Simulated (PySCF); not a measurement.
# C2H7BOSi: the cost of one run

Computed with PySCF 2.14.0, with density-fitted response routines of our own, on a single molecule in the gas phase. Atoms count from 0, in the outputs and in this text.

## (1) The starting structure

12 atoms, charge 0, multiplicity 1; geometry from: PBE0-D3(BJ)/def2-SVP.

Bonds of the start (Å): B0–C1 1.52, C1–C2 1.35, C2–O3 1.33, O3–Si4 1.69, B0–H5 1.21, B0–H6 1.21, C1–H7 1.10, C2–H8 1.10, Si4–H9 1.48, Si4–H10 1.49, Si4–H11 1.49.

## (2) Shielding tensors: PBE0/pcSseg-2

The job: settings as JSON, then the geometry in Å.

```
{"job": {"kind": "nmr", "xc": "PBE0", "basis": "pcSseg-2", "pop": false}, "charge": 0, "multiplicity": 1}
B      2.618080     0.304391     0.502080
C      1.495181    -0.161738    -0.409350
C      0.214086     0.004663    -0.003664
O     -0.845799    -0.367372    -0.719002
Si    -2.468436    -0.194536    -0.266155
H      2.340397     0.815031     1.568007
H      3.783316     0.182160     0.199568
H      1.646673    -0.633434    -1.386486
H      0.003856     0.472809     0.971325
H     -3.251298    -0.759129    -1.392160
H     -2.712454    -0.947635     0.997576
H     -2.773636     1.250534    -0.060323
```

Method: GIAO PBE0/pcSseg-2 NMR shielding, non-relativistic, gas phase.

Command:

```console
> OMP_NUM_THREADS=1 python probes_run.py task.json out
```

The driver reads the jobs from task.json and runs them one after another.

Q: Estimate the wall time and peak memory of this first job on 1 thread of Arm Neoverse V1, shared host.

About 31 s, with a peak of 1.1 GiB.
